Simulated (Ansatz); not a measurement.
**C3H6CuN: taking an electron away**

An exercise on one series of results from a longer session: the logs are not shown, and one member is left open.

Computed with Ansatz 0.2.0, Gaussian basis. Level: unrestricted cation, the program's frozen cores in correlated methods.

Levels to be run: UKS PBE-D4/def2-TZVPP; UKS r2SCAN-D4/def2-TZVPP; UKS PBE0-D4/def2-TZVPP; UKS B3LYP-D4/def2-TZVPP; UKS wB97X-V/def2-TZVPP; UKS wB97M-V/def2-TZVPP; UKS B2PLYP (frozen core with 3s3p of Cu, Zn)/def2-TZVPP; UHF-CCSD(T) with 3s3p of Cu, Zn/def2-TZVPP; UHF-MP2 with 3s3p of Cu, Zn/def2-QZVPP; extrapolation to the limit; then −ε(HOMO) from the neutral's earlier runs with LDA (SPW92), PBE-D4, revPBE-D4, BLYP-D4, r2SCAN-D4, B97M-V, PBE0-D4, B3LYP-D4, r2SCANh-D4, r2SCAN0-D4, HSE06-D4, BHLYP-D4, CAM-B3LYP-D4, LC-ωPBE, ωB97X-V, ωB97M-V.

## Structure used throughout

All runs share one geometry, relaxed beforehand with PBE0-D4 in a triple-zeta def2 set.

11 atoms, charge 0, spin multiplicity 1.

Atoms are counted from 1 here; the program's logs count them from 0.

Bond lengths: C1–C2 1.444 Å, C1–H6 1.091 Å, C1–H7 1.091 Å, C1–H8 1.091 Å, C2–N3 1.147 Å, N3–Cu4 1.867 Å, Cu4–C5 1.910 Å, C5–H9 1.096 Å, C5–H10 1.096 Å, C5–H11 1.096 Å. Angles: C2–C1–H6 109.9°, C2–C1–H7 109.9°, C2–C1–H8 109.9°, H6–C1–H7 109.1°, H6–C1–H8 109.1°, H7–C1–H8 109.1°, C1–C2–N3 180.0°, C2–N3–Cu4 180.0°, N3–Cu4–C5 180.0°, Cu4–C5–H9 111.5°, Cu4–C5–H10 111.5°, Cu4–C5–H11 111.5°, H9–C5–H10 107.4°, H9–C5–H11 107.4°, H10–C5–H11 107.4°.

Set-up of the first run:

The input, in.yaml:

```yaml
crystal:
  periodic: [false, false, false]
  atoms:
    - {symbol: C, position_ang: [-1.879565, -2.417430, 0.455379]}
    - {symbol: C, position_ang: [-1.002976, -1.290050, 0.243284]}
    - {symbol: N, position_ang: [-0.306767, -0.394640, 0.074739]}
    - {symbol: Cu, position_ang: [0.826845, 1.063405, -0.200072]}
    - {symbol: C, position_ang: [1.986216, 2.554619, -0.481310]}
    - {symbol: H, position_ang: [-1.367351, -3.179822, 1.044663]}
    - {symbol: H, position_ang: [-2.171912, -2.845665, -0.504834]}
    - {symbol: H, position_ang: [-2.774998, -2.095640, 0.989710]}
    - {symbol: H, position_ang: [2.348332, 2.966686, 0.467196]}
    - {symbol: H, position_ang: [2.865090, 2.274379, -1.072610]}
    - {symbol: H, position_ang: [1.477095, 3.364148, -1.016145]}
basis:
  gaussian: {orbitals: def2-TZVPP}
total_charge: 1
magnetization: {spin_polarized: true, initial_magnetization: 1}
hamiltonian: {xc: pbe, dispersion: d4}
```

Started as:

```sh
> ansatz run in.yaml --threads 2 --pin off --events-out ev --progress --plain --max-ram 32768MiB --backend cuda --devices 0, --max-vram 18GiB
```

Steps of the session up to this table: Cation, UKS PBE-D4/def2-TZVPP; Cation, UKS r2SCAN-D4/def2-TZVPP; Cation, UKS PBE0-D4/def2-TZVPP; Cation, UKS B3LYP-D4/def2-TZVPP; Cation, UKS wB97X-V/def2-TZVPP; Cation, UKS wB97M-V/def2-TZVPP; Cation, UKS B2PLYP (frozen core with 3s3p of Cu, Zn)/def2-TZVPP; Cation, UHF-CCSD(T) with 3s3p of Cu, Zn/def2-TZVPP; Cation, UHF-MP2 with 3s3p of Cu, Zn/def2-QZVPP.

One of the session's tables, all rows but one given; the rest of the session is left out.

It belongs to the step «Ionisation energies side by side». For comparison, −ε(HOMO) of the neutral from earlier runs:

| functional | −ε(HOMO) (eV) |
| --- | --- |
| LDA (SPW92) | 4.74 |
| PBE-D4 | 4.49 |
| revPBE-D4 | 4.40 |
| BLYP-D4 | 4.40 |
| r2SCAN-D4 | 4.51 |
| B97M-V | 4.48 |
| PBE0-D4 | 5.41 |
| B3LYP-D4 | 5.28 |
| r2SCANh-D4 | 4.90 |
| r2SCAN0-D4 | 5.48 |
| HSE06-D4 | 5.01 |
| BHLYP-D4 | 6.29 |
| CAM-B3LYP-D4 | ? |
| LC-ωPBE | 8.06 |
| ωB97X-V | 7.69 |
| ωB97M-V | 7.67 |

Q: Estimate the row for CAM-B3LYP-D4 from the others.

As computed: −ε(HOMO) (eV): 6.77. In the column «−ε(HOMO) (eV)» it lies between BHLYP-D4 (6.29) and ωB97M-V (7.67).
